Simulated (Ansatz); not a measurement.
# Caesium, fcc under BLYP: structure, energy and stiffness

The plan for caesium in the fcc structure: relax it, solve it on a dense k-mesh, then scale the cell to 7 volumes from 88 to 112 % of the relaxed one and try a fit of the equation of state. Spin polarisation is left out. The k-meshes are 7×7×7 for the relaxation; 11×11×11 for the dense run; 8×8×8 for the volumes.

This is Cs in the fcc structure; at room conditions it is bcc.

Method: DFT BLYP, plane waves (420 eV) with PAW, scalar-relativistic; PBE-made PAW files, in Ansatz 0.2.0.

## (1) The system as given

Symmetry: Fm-3m, No. 225, cubic system. The conventional cell has a = 7.616 Å, b = 7.616 Å, c = 7.616 Å, α = 90.00°, β = 90.00°, γ = 90.00°.

As a file:

```
Cs
1.0
     0.00000    3.80811    3.80811
     3.80811    0.00000    3.80811
     3.80811    3.80811    0.00000
Cs
1
Direct
  0.00000 0.00000 0.00000
```

## (2) Geometry optimisation

The input, input.yaml:

```yaml
crystal:
  lattice:
    - [0.0, 3.8081113733, 3.8081113733]
    - [3.8081113733, 0.0, 3.8081113733]
    - [3.8081113733, 3.8081113733, 0.0]
  atoms:
    - { symbol: Cs, position: [0.0, 0.0, 0.0] }
hamiltonian:
  xc: blyp
  pseudopotentials:
    kind: paw
    azcp:
      Cs: "pseudopotentials/Cs.paw.azcp"
basis:
  ecutwfc: 420
  fft_grid_basis: typed
kpoints:
  mp_grid: { grid: [7, 7, 7], shift: [0, 0, 0] }
magnetization:
  spin_polarized: false
scf:
  occupations: { method: fermi_dirac, width: 0.1 }
relax:
  max_steps: 60
  f_tol: 0.01
  cell: {}
```

The runs that follow: Single point on a dense mesh; Volume × 0.88; Volume × 0.92; Volume × 0.96; Volume × 1.0; Volume × 1.04; Volume × 1.08; Volume × 1.12.

**Question.** What will these runs give? Wanted: space group; conventional cell; volume; shortest distance; gap on the mesh; relative to bcc; V₀, B₀, B₀′.

As calculated:

```
                      quantity                          value
space group (spins left aside)                Fm-3m (No. 225)
             conventional cell                    a = 7.926 Å
                        volume                124.503 Å³/atom
             shortest distance                        5.605 Å
               gap on the mesh   none (levels filled in part)
               relative to bcc                    -4 meV/atom
                   V₀, B₀, B₀′  125.494 Å³/atom, 1.6 GPa, 4.0
```

What this shows: The relaxation enlarged the cell by 12.7 % in volume. Against the reference form of caesium (bcc, computed apart with the same settings) it stands 4 meV/atom lower, so this level prefers it, against what is seen in nature. Levels at the Fermi energy are filled in part, as in a metal. B₀ comes out at 1.6 GPa, a soft solid. Relaxation kept the symmetry; phonons were not checked.
